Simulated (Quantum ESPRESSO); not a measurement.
# Cd2S (P3m1) in Quantum ESPRESSO: further runs, part 2 of 2

Quantum ESPRESSO 7.5.

### 3 Band structure, r2SCAN

The input, pw.in:

```
&CONTROL
  calculation = 'scf'
  prefix = 'pwscf'
  outdir = './tmp'
  pseudo_dir = './pseudo'
  tprnfor = .true.
  tstress = .true.
  disk_io = 'low'
/
&SYSTEM
  ibrav = 0
  celldm(1) = 8
  nat = 3
  ntyp = 2
  ecutwfc = 70
  nbnd = 32
  input_dft = 'r2scan'
  occupations = 'smearing'
  smearing = 'fd'
  degauss = 0.00367493
  nosym = .true.
/
&ELECTRONS
  conv_thr = 1d-08
  electron_maxstep = 120
  mixing_beta = 0.5
/
ATOMIC_SPECIES
Cd   112.4140 Cd_ONCV_PBE-1.2.upf
S     32.0600 S_ONCV_PBE-1.2.upf
CELL_PARAMETERS alat
  0.9360451393584   0.0000000000000   0.0000000000000
 -0.4680225696792   0.8106388697852   0.0000000000000
  0.0000000000000   0.0000000000000   1.3722227356709
ATOMIC_POSITIONS crystal
Cd     0.3333333333    0.6666666667    0.9327170000
Cd     0.6666666667    0.3333333333    0.5787350000
S      0.3333333333    0.6666666667    0.3657050000
K_POINTS automatic
6 6 4 0 0 0
```

The input, bands.in:

```
&CONTROL
  calculation = 'bands'
  prefix = 'pwscf'
  outdir = './tmp'
  pseudo_dir = './pseudo'
  disk_io = 'low'
  verbosity = 'high'
/
&SYSTEM
  ibrav = 0
  celldm(1) = 8
  nat = 3
  ntyp = 2
  ecutwfc = 70
  nbnd = 32
  input_dft = 'r2scan'
  occupations = 'smearing'
  smearing = 'fd'
  degauss = 0.00367493
  nosym = .true.
/
&ELECTRONS
  conv_thr = 1d-08
  electron_maxstep = 120
  mixing_beta = 0.5
  diago_full_acc = .true.
  startingwfc = 'random'
/
ATOMIC_SPECIES
Cd   112.4140 Cd_ONCV_PBE-1.2.upf
S     32.0600 S_ONCV_PBE-1.2.upf
CELL_PARAMETERS alat
  0.9360451393584   0.0000000000000   0.0000000000000
 -0.4680225696792   0.8106388697852   0.0000000000000
  0.0000000000000   0.0000000000000   1.3722227356709
ATOMIC_POSITIONS crystal
Cd     0.3333333333    0.6666666667    0.9327170000
Cd     0.6666666667    0.3333333333    0.5787350000
S      0.3333333333    0.6666666667    0.3657050000
K_POINTS crystal
60
 0.0000000000  0.0000000000  0.0000000000 1
 0.0714285714  0.0000000000  0.0000000000 1
 0.1428571429  0.0000000000  0.0000000000 1
 0.2142857143  0.0000000000  0.0000000000 1
 0.2857142857  0.0000000000  0.0000000000 1
 0.3571428571  0.0000000000  0.0000000000 1
 0.4285714286  0.0000000000  0.0000000000 1
 0.5000000000  0.0000000000  0.0000000000 1
 0.4583333333  0.0833333333  0.0000000000 1
 0.4166666667  0.1666666667  0.0000000000 1
 0.3750000000  0.2500000000  0.0000000000 1
 0.3333333333  0.3333333333  0.0000000000 1
 0.2962962963  0.2962962963  0.0000000000 1
 0.2592592593  0.2592592593  0.0000000000 1
 0.2222222222  0.2222222222  0.0000000000 1
 0.1851851852  0.1851851852  0.0000000000 1
 0.1481481481  0.1481481481  0.0000000000 1
 0.1111111111  0.1111111111  0.0000000000 1
 0.0740740741  0.0740740741  0.0000000000 1
 0.0370370370  0.0370370370  0.0000000000 1
 0.0000000000  0.0000000000  0.0000000000 1
 0.0000000000  0.0000000000  0.1250000000 1
 0.0000000000  0.0000000000  0.2500000000 1
 0.0000000000  0.0000000000  0.3750000000 1
 0.0000000000  0.0000000000  0.5000000000 1
 0.0625000000  0.0000000000  0.5000000000 1
 0.1250000000  0.0000000000  0.5000000000 1
 0.1875000000  0.0000000000  0.5000000000 1
 0.2500000000  0.0000000000  0.5000000000 1
 0.3125000000  0.0000000000  0.5000000000 1
 0.3750000000  0.0000000000  0.5000000000 1
 0.4375000000  0.0000000000  0.5000000000 1
 0.5000000000  0.0000000000  0.5000000000 1
 0.4666666667  0.0666666667  0.5000000000 1
 0.4333333333  0.1333333333  0.5000000000 1
 0.4000000000  0.2000000000  0.5000000000 1
 0.3666666667  0.2666666667  0.5000000000 1
 0.3333333333  0.3333333333  0.5000000000 1
 0.3000000000  0.3000000000  0.5000000000 1
 0.2666666667  0.2666666667  0.5000000000 1
 0.2333333333  0.2333333333  0.5000000000 1
 0.2000000000  0.2000000000  0.5000000000 1
 0.1666666667  0.1666666667  0.5000000000 1
 0.1333333333  0.1333333333  0.5000000000 1
 0.1000000000  0.1000000000  0.5000000000 1
 0.0666666667  0.0666666667  0.5000000000 1
 0.0333333333  0.0333333333  0.5000000000 1
 0.0000000000  0.0000000000  0.5000000000 1
 0.5000000000  0.0000000000  0.5000000000 1
 0.5000000000  0.0000000000  0.4000000000 1
 0.5000000000  0.0000000000  0.3000000000 1
 0.5000000000  0.0000000000  0.2000000000 1
 0.5000000000  0.0000000000  0.1000000000 1
 0.5000000000  0.0000000000  0.0000000000 1
 0.3333333333  0.3333333333  0.0000000000 1
 0.3333333333  0.3333333333  0.1000000000 1
 0.3333333333  0.3333333333  0.2000000000 1
 0.3333333333  0.3333333333  0.3000000000 1
 0.3333333333  0.3333333333  0.4000000000 1
 0.3333333333  0.3333333333  0.5000000000 1
```

Potentials or basis: SG15 PBE 1.2.

On the command line:

```
$ OMP_NUM_THREADS=1 mpirun -n 2 pw.x -nk 2 -in pw.in > pw.out
$ OMP_NUM_THREADS=1 mpirun -n 2 pw.x -nk 2 -in bands.in > bands.out
```

pw.out:

```text
This program is part of the open-source Quantum ESPRESSO suite
     for quantum simulation of materials; please cite
         "P. Giannozzi et al., J. Phys.:Condens. Matter 21 395502 (2009);
         "P. Giannozzi et al., J. Phys.:Condens. Matter 29 465901 (2017);
         "P. Giannozzi et al., J. Chem. Phys. 152 154105 (2020);
     in publications or presentations arising from this work. More details at

     IMPORTANT: XC functional enforced from input :
     Exchange-correlation= R2SCAN
                           (   0   0   0   0   0 497 498)
     Any further DFT definition will be discarded
     Please, verify this is what you really want

     K-points division:     npool     =       2
     Subspace diagonalization in iterative solution of the eigenvalue problem:
     a serial algorithm will be used

     G-vector sticks info
     --------------------
     sticks:   dense  smooth     PW     G-vecs:    dense   smooth      PW
     Sum        1069    1069    337                42263    42263    7041

     Using Slab Decomposition

     bravais-lattice index     =            0
     lattice parameter (alat)  =       8.0000  a.u.
     unit-cell volume          =     533.1124 (a.u.)^3
     number of atoms/cell      =            3
     number of atomic types    =            2
     number of electrons       =        46.00
     number of Kohn-Sham states=           32
[... 716 lines left out ...]
    -3.9474   0.1889   0.2098   0.3401   0.4058   0.5374   0.6838   0.7182
     0.8681   0.9411   1.1430   4.6994   5.5047   6.7994   8.4707   9.9578
    12.3931  13.9235  15.1048  16.3686  17.2477  18.3627  19.6918  21.1104

          k =-0.5342 0.1028-0.3644 (  5284 PWs)   bands (ev):

   -96.4430 -96.1286 -56.3827 -56.3822 -56.3746 -56.0792 -56.0785 -56.0782
    -3.8978   0.0588   0.2542   0.3129   0.3960   0.5484   0.6454   0.7009
     0.8613   0.9345   1.1729   4.7524   5.3250   6.9528   8.4577  10.8186
    12.0640  13.3888  15.0881  16.3601  18.2266  18.5716  19.4291  20.1133

          k =-0.5342 0.1028-0.1822 (  5283 PWs)   bands (ev):

   -96.4430 -96.1286 -56.3827 -56.3822 -56.3746 -56.0792 -56.0785 -56.0782
    -3.9473   0.1922   0.2123   0.3430   0.3949   0.5516   0.6690   0.6949
     0.8571   0.9581   1.1697   4.6958   5.4749   6.8172   8.4247  10.1548
    12.2248  13.9935  14.7354  16.7660  17.2729  18.3664  19.6183  21.1254
[... 17 lines left out ...]
   -96.4430 -96.1286 -56.3828 -56.3821 -56.3746 -56.0792 -56.0786 -56.0781
    -3.8968   0.0358   0.2854   0.2895   0.3937   0.5887   0.6449   0.6531
     0.8712   0.9889   1.1451   4.7774   5.1140   7.4851   8.0286  10.6355
    12.6654  13.7977  15.0896  15.6942  16.7460  18.0979  20.1544  21.4356

     the Fermi energy is     9.2691 ev

!    total energy              =    -642.23108357 Ry
     estimated scf accuracy    <          4.3E-09 Ry
     smearing contrib. (-TS)   =      -0.00019786 Ry
     internal energy E=F+TS    =    -642.23088572 Ry

     The total energy is F=E-TS. E is the sum of the following terms:
     one-electron contribution =    -406.15693651 Ry
     hartree contribution      =     207.31411300 Ry
     xc contribution           =     -59.96490773 Ry
     ewald contribution        =    -383.42315447 Ry

     convergence has been achieved in  10 iterations

     Forces acting on atoms (cartesian axes, Ry/au):

     atom    1 type  1   force =    -0.00000019   -0.00000068    0.00037681
     atom    2 type  1   force =     0.00000012    0.00000058    0.00021461
     atom    3 type  2   force =     0.00000007    0.00000010   -0.00059142

     Total force =     0.000733     Total SCF correction =     0.000085
     SCF correction compared to forces is large: reduce conv_thr to get better values

     Computing stress (Cartesian axis) and pressure

          total   stress  (Ry/bohr**3)                   (kbar)     P=      -17.99
  -0.00011667   0.00000000  -0.00000000          -17.16        0.00       -0.00
   0.00000000  -0.00011667  -0.00000000            0.00      -17.16       -0.00
  -0.00000000  -0.00000000  -0.00013346           -0.00       -0.00      -19.63

=------------------------------------------------------------------------------=
   JOB DONE.
=------------------------------------------------------------------------------=
```

bands.out:

```text
This program is part of the open-source Quantum ESPRESSO suite
     for quantum simulation of materials; please cite
         "P. Giannozzi et al., J. Phys.:Condens. Matter 21 395502 (2009);
         "P. Giannozzi et al., J. Phys.:Condens. Matter 29 465901 (2017);
         "P. Giannozzi et al., J. Chem. Phys. 152 154105 (2020);
[... 726 lines left out ...]
     0.8480   0.8857   1.2769   5.0114   5.4964   6.2854   8.6557  10.2964
    11.1366  14.5847  14.9811  16.2251  18.3870  18.7708  19.2914  20.3108

=------------------------------------------------------------------------------=
   JOB DONE.
=------------------------------------------------------------------------------=
```

Run time: 8.3 min. Hardware: 2 MPI ranks of Arm Neoverse V1, shared host; peak memory 0.4 GiB.

Results:

```yaml
Free_energy: -8737.9990 eV
Pressure: -1.8 GPa
Largest_force: 0.015 eV/Å
Band_gap_along_the_path: none (metal or under the smearing width)
```

Forces in eV/Å, atoms in the order of the input:
```
Cd   0.000  0.000  0.010
Cd   0.000  0.000  0.006
S    0.000  0.000 -0.015
```

Levels at the corners of the path, in eV from the Fermi level:
| point | band 20 | band 21 | band 22 | band 23 | band 24 | band 25 | band 26 | band 27 |
| --- | --- | --- | --- | --- | --- | --- | --- | --- |
| Γ | -4.88 | -4.11 | -1.11 | -1.11 | 3.21 | 5.08 | 7.00 | 7.00 |
| M | -4.89 | -3.41 | -1.99 | -1.53 | 0.36 | 3.12 | 4.79 | 5.89 |
| K | -4.58 | -3.37 | -3.21 | -0.62 | 0.57 | 2.43 | 4.14 | 4.82 |
| Γ | -4.88 | -4.11 | -1.11 | -1.11 | 3.21 | 5.08 | 7.00 | 7.00 |
| A | -6.43 | -1.03 | -1.03 | -0.54 | 1.09 | 4.90 | 6.57 | 6.57 |
| L | -4.49 | -4.16 | -1.78 | -1.24 | 1.37 | 3.40 | 4.53 | 5.82 |
| H | -4.26 | -3.77 | -2.98 | -0.61 | 1.03 | 1.87 | 5.32 | 5.71 |
| A | -6.43 | -1.03 | -1.03 | -0.54 | 1.09 | 4.90 | 6.57 | 6.57 |
| L | -4.49 | -4.16 | -1.78 | -1.24 | 1.37 | 3.40 | 4.53 | 5.82 |
| M | -4.89 | -3.41 | -1.99 | -1.53 | 0.36 | 3.12 | 4.79 | 5.89 |
| K | -4.58 | -3.37 | -3.21 | -0.62 | 0.57 | 2.43 | 4.14 | 4.82 |
| H | -4.26 | -3.77 | -2.98 | -0.61 | 1.03 | 1.87 | 5.32 | 5.71 |

Caveat: the potentials were made for another functional, which shifts forces and pressure.

### 4 The reference run

An earlier run on the cell as given: functional PBEsol; potentials or basis GBRV 1.5 PBEsol; cutoff 612 eV; density cutoff 4898 eV; k mesh 8 × 8 × 5; occupations fermi-dirac, width 0.05 eV; no spin polarisation.

* Pressure: -2.8 GPa
* Largest force: 0.114 eV/Å
* Band gap on the k mesh: 0.23 eV, indirect (least direct gap 0.56 eV)

### 5 Overview

```csv
task,level,potentials or basis,k mesh,cutoff (eV),form of the LDA correlation,SCF threshold,symmetry,pressure (GPa),largest force (eV/Å)
band structure,LDA,GBRV 1.5 LDA,8 × 8 × 5,612,PZ81,6e-10 Ry,-,-4.7,0.15
band structure,r2SCAN,SG15 PBE 1.2,6 × 6 × 4,952,-,1e-08 Ry,off,-1.8,0.02
single point,PBEsol,GBRV 1.5 PBEsol,8 × 8 × 5,612,-,6e-10 Ry,-,-2.8,0.11
```

Alike in all rows: no spin polarisation; cell as given; smearing fermi-dirac 0.05 eV.

Caveats: the potentials were made for another functional, which shifts forces and pressure (some runs); an odd mesh through Γ misses points on the zone boundary, where band edges often lie (some runs).

Total energies depend on the potentials used, so only differences within one code and one set of settings carry meaning.
